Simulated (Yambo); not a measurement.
# GaGe (F-43m) in Yambo: further runs, part 2 of 2

Yambo 5.3.0. The steps go on from the part before.

## (4) Optical spectrum by the Bethe-Salpeter equation, PBEsol

File bse5.in:

```
optics
bse
bss
rim_cut
em1s
RandQpts= 1000000
RandGvec= 50 RL
Chimod= "HARTREE"
% BndsRnXs
 1 | 39 |
%
NGsBlkXs= 3 Ry
% LongDrXs
 1 | 0 | 0 |
%
BSKmod= "SEX"
BSEmod= "retarded"
BSSmod= "h"
% BSEQptR
 1 | 1 |
%
% BSEBands
 9 | 17 |
%
BSENGexx= 20 Ry
BSENGBlk= 3 Ry
% BEnRange
 0 | 20 | eV
%
% BDmRange
 0.1 | 0.1 | eV
%
BEnSteps= 200
% BLongDir
 1 | 0 | 0 |
%
BSEprop= "abs"
BSHayTrs= -0.02
```

File scf.in:

```
&CONTROL
  calculation = 'scf'
  prefix = 'pwscf'
  outdir = './tmp'
  pseudo_dir = './pseudo'
/
&SYSTEM
  ibrav = 0
  nat = 2
  ntyp = 2
  ecutwfc = 80
  nbnd = 21
  occupations = 'smearing'
  smearing = 'fd'
  degauss = 0.00367493
  force_symmorphic = .true.
/
&ELECTRONS
  conv_thr = 4d-10
  electron_maxstep = 120
  mixing_beta = 0.5
/
ATOMIC_SPECIES
Ge    72.6300 Ge.upf
Ga    69.7230 Ga.upf
CELL_PARAMETERS angstrom
   0.0000000000    2.8978440000    2.8978440000
   2.8978440000    0.0000000000    2.8978440000
   2.8978440000    2.8978440000    0.0000000000
ATOMIC_POSITIONS crystal
Ge     0.0000000000    0.0000000000    0.0000000000
Ga     0.2500000000    0.2500000000    0.2500000000
K_POINTS automatic
10 10 10 0 0 0
```

File nscf.in:

```
&CONTROL
  calculation = 'nscf'
  prefix = 'pwscf'
  outdir = './tmp'
  pseudo_dir = './pseudo'
/
&SYSTEM
  ibrav = 0
  nat = 2
  ntyp = 2
  ecutwfc = 80
  nbnd = 44
  occupations = 'smearing'
  smearing = 'fd'
  degauss = 0.00367493
  force_symmorphic = .true.
/
&ELECTRONS
  conv_thr = 1d-08
  diago_full_acc = .true.
  diago_thr_init = 1d-06
/
ATOMIC_SPECIES
Ge    72.6300 Ge.upf
Ga    69.7230 Ga.upf
CELL_PARAMETERS angstrom
   0.0000000000    2.8978440000    2.8978440000
   2.8978440000    0.0000000000    2.8978440000
   2.8978440000    2.8978440000    0.0000000000
ATOMIC_POSITIONS crystal
Ge     0.0000000000    0.0000000000    0.0000000000
Ga     0.2500000000    0.2500000000    0.2500000000
K_POINTS automatic
10 10 10 0 0 0
```

Potentials or basis: PseudoDojo 0.4.1 SR PBEsol standard.

Launch:

```
$ OMP_NUM_THREADS=1 pw.x -in scf.in > scf.out
$ OMP_NUM_THREADS=1 pw.x -in nscf.in > nscf.out
$ cd tmp/pwscf.save; p2y; mv SAVE ../..; cd ../..
$ OMP_NUM_THREADS=1 yambo
$ OMP_NUM_THREADS=1 yambo -F bse5.in -J bse5 -C bse5_out
```

Yambo's report:

```text
[... sections 02.01 to 02.04 as in the set-up run ...]

  [02.05] Energies & Occupations
  ==============================

  [X] === General ===
  [X] Electronic Temperature                        :  0.258606E-1   300.100    [eV K]
  [X] Bosonic    Temperature                        :  0.258606E-1   300.100    [eV K]
  [X] Finite Temperature mode                       : yes
  [X] El. density                                   :  0.55476E+24 [cm-3]
  [X] Fermi Level                                   :  7.015658 [eV]

  [X] === Gaps and Widths ===
  [X] Conduction Band Min                           :  7.015658 [eV]
  [X] Valence Band Max                              :  7.015658 [eV]
  [X] Filled Bands                                  :  11
  [X] Metallic Bands                                :  12  14
  [X] Empty Bands                                   :   15   44

  [X] === Metallic Characters ===
  [X] N of el / N of met el                         :  27.00000   4.50878
  [X] Average metallic occ.                         :  0.375732

[... 312 lines left out ...]
     [K] ALDA kernel in R-space                       : no
     [K] RL vectors                                   :   537 [exchange]
     [K] RL vectors                                   :   51 [correlation]
     [K] E/h energy range                             : -1.000000 -1.000000 [eV]
     [K] Coupling range                               :  100.0000  100.0000 [o/o]
     [W] Interaction is diagonal                      : no
     [W] Matrix size                                  :   51
     [W] Bands                                        :    1   39
     [W] e/h energy range                             : -1.000000 -1.000000 [eV]
     [W] Poles                                        :  100.0000 [o/o]
     [W] RL vectors in the sum                        :   5029
     [W] [r,Vnl] included                             : yes
     [W] Field direction                              :  0.100000E-4   0.00000      0.00000
     [W] Coulomb Cutoff                               : none
     [W] Hxc Kernel                                   : HARTREE
     [RIM] RL components                              :   51 [col]
     [RIM] Random points                              :  1000000 [col]
     [SOC] Perturbative SOC                           : no
     [K] Kernel long-range exchange                   : BAR

    [07.01.05.03] Wave-Function Phases
    ==================================

    [BSE] WF phases found       :  82.18578 [o/o]

   [07.01.06] BSE solver(s) @q1
   ============================

   [07.01.07] Haydock Solver in the optics basis @q1 using the hermitian scheme
   ============================================================================

   Accuracy (requested)      : -0.020000 [o/o]
   Accuracy (reached)        :  0.018897 [o/o]
   Iterations                :  232
```

o-bse5.eps_q1_haydock_bse:

```text
# Absorption @ Q(1):   1.00000000      0.00000000      0.00000000    [q->0 direction]
#
[... 61 lines left out ...]
        0.301508           90.11700           77.15071           82.78142           82.96357           90.11700           77.15071
        0.402010           84.94404          -9.309433           93.04553          -3.683922           84.94404          -9.309433
        0.502513           37.81450          -11.40937           40.89512          -13.22408           37.81450          -11.40937
[... 192 lines left out ...]
        19.89950           0.091284           0.545932           0.079772           0.592738           0.092084           0.546588
        20.00000           0.105493           0.527698           0.095539           0.581307           0.105685           0.528748
#
```

Run time: 66 min. Hardware: 1 thread of Intel Xeon 6975P-C (Granite Rapids), shared host; peak memory 3.7 GiB.

Results:

```
Band gap on the k mesh, mean-field level : none (metal or under the smearing width)
```

Dielectric function (along the field direction of the input):
```csv
energy (eV),real part,imaginary part
0.30,77.15,90.12
1.31,3.81,14.93
2.31,4.28,2.69
3.32,17.60,16.49
4.42,3.21,11.22
5.43,-4.57,4.15
6.43,-2.81,2.32
7.54,-2.26,1.49
8.54,-1.48,0.90
9.55,-1.05,0.56
10.65,-0.50,0.29
11.66,-0.27,0.29
12.66,-0.09,0.22
13.77,0.14,0.21
14.77,0.27,0.18
15.78,0.21,0.14
16.88,0.41,0.06
17.89,0.47,0.11
18.89,0.58,0.12
20.00,0.53,0.11
```

Caveat: the intraband (Drude) term of the metal is left out; the ground state has no gap, which makes the many-body step unreliable; the transitions start from uncorrected Kohn-Sham levels, so peaks lie too low; exciton energies and binding change strongly with the k mesh and aren't converged on this one; the mesh is thin for optics, so peaks and dielectric constants aren't converged.

## (5) Overview

| task | kernel | strength of the long-range kernel | random integration of the Coulomb term | terms kept | solver | gap on the mesh (eV) |
| --- | --- | --- | --- | --- | --- | --- |
| optical spectrum | adiabatic LDA | - | - | - | - | none |
| optical spectrum | long-range correction | -0.2 | - | - | - | none |
| optical spectrum by the Bethe-Salpeter equation | screened exchange | - | yes | resonant and antiresonant, uncoupled | Haydock recursion | - |

Alike in all rows: level PBEsol; potentials or basis PseudoDojo 0.4.1 SR PBEsol standard; no spin polarisation; cell as given; k mesh 10 × 10 × 10; cutoff (eV) 1088; smearing fermi-dirac 0.05 eV.

Every run on the cell as given and a fine mesh finds a metal.

Caveats: the intraband (Drude) term of the metal is left out; the ground state has no gap, which makes the many-body step unreliable; the LDA kernel is used on GGA states, which is inconsistent by a few percent (some runs); these spectra lack excitons (some runs); the long-range kernel's strength is typed, not fitted to the crystal's screening (some runs); independent-particle spectra lack excitons (some runs); the transitions start from uncorrected Kohn-Sham levels, so peaks lie too low (some runs).

Total energies depend on the potentials used, so only differences within one code and one set of settings carry meaning.
